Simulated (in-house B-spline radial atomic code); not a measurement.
**Sn²⁺: excited configurations, part 1 of 2**

Wanted: excitation energies of Sn²⁺ as differences of total energies (ΔSCF).

Method: Dirac-Hartree-Fock, average of configuration, Fermi nucleus, basis-set limit. Code: in-house B-spline radial atomic code version 1.

## Step 1: Starting point

| Property | Result |
| --- | --- |
| element | tin (Z = 50) |
| charge | +2 |
| electrons | 48 |
| configuration | [Kr] 4d10 5s2 |
| Hamiltonian | Dirac-Coulomb |
| nucleus | Fermi, rms radius 4.652 fm |

Outer shells as boxes (Hund's rule):

[Kr] 4d10 5s2
```
[Kr] core
4d [↑↓][↑↓][↑↓][↑↓][↑↓]
5s [↑↓]
```

Settings, as recorded:

```ini
Z = 50
electrons = 48.0
configuration = [Kr] 4d10 5s2
hamiltonian = dirac
method = hf
spin_polarised = False
nucleus = fermi
rms_radius = 4.6519
mass_number = 120
atomic_mass = 119.902202557
speed_of_light = 137.035999084
```

This reference run was done before. Its total energy is -6175.394586 hartree, and its levels are (the highest eight at most):

| orbital | occupation | energy (eV) | <r> (bohr) |
| --- | --- | --- | --- |
| 3d3/2 | 4 | -536.80 | 0.3115 |
| 3d5/2 | 6 | -527.93 | 0.3150 |
| 4s1/2 | 2 | -177.59 | 0.8218 |
| 4p1/2 | 2 | -132.97 | 0.8713 |
| 4p3/2 | 4 | -125.07 | 0.8987 |
| 4d3/2 | 4 | -53.643 | 1.075 |
| 4d5/2 | 6 | -52.504 | 1.089 |
| 5s1/2 | 2 | -28.791 | 2.283 |

## Step 2: Configuration [Ar] 3d10 4s2 4p5 4d10 5s2 8p1

Settings: those of step 1 with these lines changed.

```diff
@@ -2,3 +2,3 @@
 electrons = 48.0
-configuration = [Kr] 4d10 5s2
+configuration = [Ar] 3d10 4s2 4p5 4d10 5s2 8p1
 hamiltonian = dirac
```

Main fields of the result record, rounded:

```text
{
  "status": "converged",
  "scf [iteration, energy, orbital gradient]": [
    [1, -6162.33176603, 0.58],
    [2, -6168.47781759, 0.293],
    [3, -6170.80293469, 0.0823],
    [4, -6170.96826195, 0.0269],
    [5, -6170.97988023, 0.00945],
    [6, -6170.98255916, 0.00128],
    [7, -6170.98259249, 0.000435],
    [8, -6170.98259632, 5.39e-05],
    [9, -6170.9825964, 2.85e-06],
    [10, -6170.9825964, 2.76e-07]
  ],
  "energy [hartree]": {"total": -6170.9825964, "kinetic": 6498.35170265, "nuclear": -14923.0868163, "coulomb": 2414.19880172, "exact_exchange": -160.446284453},
  "breit [hartree]": {"gaunt": 4.920342, "retardation": -0.5021313, "frequency_dependence": -0.04272339},
  "qed [hartree]": {"self_energy": 3.33966, "uehling": -0.4351165, "wichmann_kroll": 0.008989459},
  "recoil [hartree]": 0.01923734,
  "total_with_corrections [hartree]": -6163.67433938,
  "orbitals [hartree, bohr; first row names the columns]": [
    ["name", "occ", "eps", "<r>"],
    ["1s1/2", 2.0, -1080.7743, 0.029047],
    ["2s1/2", 2.0, -167.71739, 0.12491],
    ["2p1/2", 2.0, -156.28747, 0.1059],
    ["2p3/2", 4.0, -147.77271, 0.11123],
    ["3s1/2", 2.0, -34.935849, 0.33719],
    ["3p1/2", 2.0, -30.24123, 0.32901],
    ["3p3/2", 4.0, -28.640229, 0.33986],
    ["3d3/2", 4.0, -20.463903, 0.31125],
    ["3d5/2", 6.0, -20.138101, 0.31473],
    ["4s1/2", 2.0, -7.1027574, 0.8154],
    ["4p1/2", 1.6667, -5.5232365, 0.86109],
    ["4p3/2", 3.3333, -5.2287888, 0.88711],
    ["4d3/2", 4.0, -2.5402838, 1.0404],
    ["4d5/2", 6.0, -2.4961303, 1.0526],
    ["5s1/2", 2.0, -1.4262431, 2.11],
    ["8p1/2", 0.33333, -0.15219268, 14.564],
    ["8p3/2", 0.66667, -0.15057299, 14.725]
  ],
  "sum_r [bohr^k]": {"-1": 298.4648, "1": 42.18153, "2": 271.1284},
  "energy_minus_base [hartree]": 4.41198969,
  "energy_minus_base_with_corrections [hartree]": 4.40717397
}
```

Run time: 1.5 s. Hardware: 1 thread, shared host.

energy_minus_base is the energy less that of the reference run.

## Step 3: Configuration [Ar] 3d10 4s2 4p5 4d10 5s2 9p1

Settings: those of step 2 with these lines changed.

```diff
@@ -2,3 +2,3 @@
 electrons = 48.0
-configuration = [Ar] 3d10 4s2 4p5 4d10 5s2 8p1
+configuration = [Ar] 3d10 4s2 4p5 4d10 5s2 9p1
 hamiltonian = dirac
```

Result record:

```text
{
  "status": "converged",
  "scf [iteration, energy, orbital gradient]": [
    [1, -6162.28155475, 0.58],
    [2, -6168.44104423, 0.293],
    [3, -6170.75934255, 0.0824],
    [4, -6170.92479206, 0.0269],
    [5, -6170.93647807, 0.00947],
    [6, -6170.93916174, 0.00128],
    [7, -6170.93919521, 0.000434],
    [8, -6170.93919906, 5.4e-05],
    [9, -6170.93919913, 2.78e-06],
    [10, -6170.93919913, 2.7e-07]
  ],
  "energy [hartree]": {"total": -6170.93919913, "kinetic": 6498.30783556, "nuclear": -14921.8722625, "coulomb": 2413.07037529, "exact_exchange": -160.445147486},
  "breit [hartree]": {"gaunt": 4.920325, "retardation": -0.5021284, "frequency_dependence": -0.04272302},
  "qed [hartree]": {"self_energy": 3.339661, "uehling": -0.4351168, "wichmann_kroll": 0.008989464},
  "recoil [hartree]": 0.01923719,
  "total_with_corrections [hartree]": -6163.63095453,
  "orbitals [hartree, bohr; first row names the columns]": [
    ["name", "occ", "eps", "<r>"],
    ["1s1/2", 2.0, -1080.7985, 0.029047],
    ["2s1/2", 2.0, -167.74155, 0.12491],
    ["2p1/2", 2.0, -156.31164, 0.1059],
    ["2p3/2", 4.0, -147.79687, 0.11123],
    ["3s1/2", 2.0, -34.959934, 0.33719],
    ["3p1/2", 2.0, -30.265302, 0.32901],
    ["3p3/2", 4.0, -28.664299, 0.33986],
    ["3d3/2", 4.0, -20.488, 0.31125],
    ["3d5/2", 6.0, -20.162198, 0.31473],
    ["4s1/2", 2.0, -7.1266923, 0.8154],
    ["4p1/2", 1.6667, -5.547142, 0.86109],
    ["4p3/2", 3.3333, -5.2526866, 0.88711],
    ["4d3/2", 4.0, -2.5641474, 1.0403],
    ["4d5/2", 6.0, -2.5199903, 1.0525],
    ["5s1/2", 2.0, -1.4491886, 2.1094],
    ["9p1/2", 0.33333, -0.10836071, 20.526],
    ["9p3/2", 0.66667, -0.10738655, 20.715]
  ],
  "sum_r [bohr^k]": {"-1": 298.4405, "1": 48.16042, "2": 506.6189},
  "energy_minus_base [hartree]": 4.45538695,
  "energy_minus_base_with_corrections [hartree]": 4.45055882
}
```

It took 3 s on 1 thread, shared host.

## Step 4: Configuration [Kr] 4d9 5s2 8d1

Settings: those of step 3 with these lines changed.

```diff
@@ -2,3 +2,3 @@
 electrons = 48.0
-configuration = [Ar] 3d10 4s2 4p5 4d10 5s2 9p1
+configuration = [Kr] 4d9 5s2 8d1
 hamiltonian = dirac
```

Result record:

```text
{
  "status": "converged",
  "scf [iteration, energy, orbital gradient]": [
    [1, -6166.0820404, 0.577],
    [2, -6171.56926905, 0.283],
    [3, -6173.51018102, 0.0735],
    [4, -6173.64949293, 0.024],
    [5, -6173.65916875, 0.00873],
    [6, -6173.66144094, 0.00111],
    [7, -6173.66146556, 0.000378],
    [8, -6173.6614684, 4.66e-05],
    [9, -6173.66146845, 2.43e-06],
    [10, -6173.66146845, 2.5e-07]
  ],
  "energy [hartree]": {"total": -6173.66146845, "kinetic": 6501.32572649, "nuclear": -14931.5247767, "coulomb": 2417.55631785, "exact_exchange": -161.018736118},
  "breit [hartree]": {"gaunt": 4.927105, "retardation": -0.5032137, "frequency_dependence": -0.042884},
  "qed [hartree]": {"self_energy": 3.339854, "uehling": -0.4351028, "wichmann_kroll": 0.008989239},
  "recoil [hartree]": 0.01923446,
  "total_with_corrections [hartree]": -6166.34748627,
  "orbitals [hartree, bohr; first row names the columns]": [
    ["name", "occ", "eps", "<r>"],
    ["1s1/2", 2.0, -1080.6226, 0.029048],
    ["2s1/2", 2.0, -167.6209, 0.12492],
    ["2p1/2", 2.0, -156.1867, 0.1059],
    ["2p3/2", 4.0, -147.67357, 0.11123],
    ["3s1/2", 2.0, -34.855857, 0.33721],
    ["3p1/2", 2.0, -30.165789, 0.32866],
    ["3p3/2", 4.0, -28.564868, 0.33947],
    ["3d3/2", 4.0, -20.375306, 0.31171],
    ["3d5/2", 6.0, -20.049567, 0.31521],
    ["4s1/2", 2.0, -7.123853, 0.81677],
    ["4p1/2", 2.0, -5.4633378, 0.86377],
    ["4p3/2", 4.0, -5.1685448, 0.89016],
    ["4d3/2", 3.6, -2.5410153, 1.0437],
    ["4d5/2", 5.4, -2.4978093, 1.0561],
    ["5s1/2", 2.0, -1.4327288, 2.1187],
    ["8d3/2", 0.4, -0.11822417, 18.133],
    ["8d5/2", 0.6, -0.11794145, 18.179]
  ],
  "sum_r [bohr^k]": {"-1": 298.6335, "1": 45.57176, "2": 400.6806},
  "energy_minus_base [hartree]": 1.73311763,
  "energy_minus_base_with_corrections [hartree]": 1.73402708
}
```

It took 3 s on 1 thread, shared host.

## Step 5: [Kr] 4d9 5s2 8g1

Settings: those of step 4 with these lines changed.

```diff
@@ -2,3 +2,3 @@
 electrons = 48.0
-configuration = [Kr] 4d9 5s2 8d1
+configuration = [Kr] 4d9 5s2 8g1
 hamiltonian = dirac
```

Result record:

```text
{
  "status": "converged",
  "scf [iteration, energy, orbital gradient]": [
    [1, -6166.00928723, 0.577],
    [2, -6171.5109746, 0.284],
    [3, -6173.46206866, 0.0736],
    [4, -6173.60168355, 0.0241],
    [5, -6173.61152842, 0.00873],
    [6, -6173.61379592, 0.00111],
    [7, -6173.61382126, 0.000379],
    [8, -6173.61382417, 4.74e-05],
    [9, -6173.61382423, 2.52e-06],
    [10, -6173.61382423, 2.53e-07]
  ],
  "energy [hartree]": {"total": -6173.61382423, "kinetic": 6501.27895113, "nuclear": -14930.1667314, "coulomb": 2416.29037891, "exact_exchange": -161.016422859},
  "breit [hartree]": {"gaunt": 4.927105, "retardation": -0.5032129, "frequency_dependence": -0.04288406},
  "qed [hartree]": {"self_energy": 3.339859, "uehling": -0.4351035, "wichmann_kroll": 0.008989253},
  "recoil [hartree]": 0.0192343,
  "total_with_corrections [hartree]": -6166.29983693,
  "orbitals [hartree, bohr; first row names the columns]": [
    ["name", "occ", "eps", "<r>"],
    ["1s1/2", 2.0, -1080.6498, 0.029048],
    ["2s1/2", 2.0, -167.64821, 0.12492],
    ["2p1/2", 2.0, -156.21399, 0.1059],
    ["2p3/2", 4.0, -147.70086, 0.11123],
    ["3s1/2", 2.0, -34.883014, 0.33721],
    ["3p1/2", 2.0, -30.192936, 0.32866],
    ["3p3/2", 4.0, -28.592007, 0.33947],
    ["3d3/2", 4.0, -20.402447, 0.31171],
    ["3d5/2", 6.0, -20.076705, 0.31521],
    ["4s1/2", 2.0, -7.1506238, 0.81674],
    ["4p1/2", 2.0, -5.4900259, 0.86374],
    ["4p3/2", 4.0, -5.195213, 0.89013],
    ["4d3/2", 3.6, -2.5675133, 1.0436],
    ["4d5/2", 5.4, -2.5242966, 1.056],
    ["5s1/2", 2.0, -1.4578187, 2.1169],
    ["8g7/2", 0.44444, -0.070404979, 28.61],
    ["8g9/2", 0.55556, -0.070405046, 28.61]
  ],
  "sum_r [bohr^k]": {"-1": 298.6064, "1": 56.01719, "2": 955.5878},
  "energy_minus_base [hartree]": 1.78076186,
  "energy_minus_base_with_corrections [hartree]": 1.78167642
}
```

It took 3.9 s on 1 thread, shared host.

Radial density 4πr²n(r) and radial functions P(r) = rR(r):

```
r (bohr)      4πr²n    4d5/2    8g9/2
 0.00432      17.26   0.0001   0.0000
 0.00734      34.29   0.0005   0.0000
  0.0125      55.54   0.0023   0.0000
  0.0211      65.29   0.0096   0.0000
  0.0359      57.01   0.0369   0.0000
  0.0609      68.21   0.1214   0.0000
   0.103      80.01   0.3117   0.0000
   0.175      56.73   0.5345   0.0000
   0.298      65.17   0.3670   0.0000
   0.505      22.10  -0.4636   0.0001
   0.857      22.43  -1.0630   0.0008
    1.45      6.518  -0.6766   0.0046
    2.47      1.088  -0.1463   0.0268
    4.19    0.05032  -0.0069   0.1046
    7.11   0.009191   0.0000   0.0958
    12.1    0.02227   0.0000  -0.1492
    20.5    0.02875   0.0000   0.1696
    34.8    0.05682   0.0000  -0.2384
    59.0  2.886e-05   0.0000  -0.0054
     100  7.271e-15   0.0000   0.0000
```

On the record's full grid the radial density has clear maxima near r = 0.021, 0.079, 0.30, 12, 20, 35 bohr.

(Continued in part 2 of 2.)
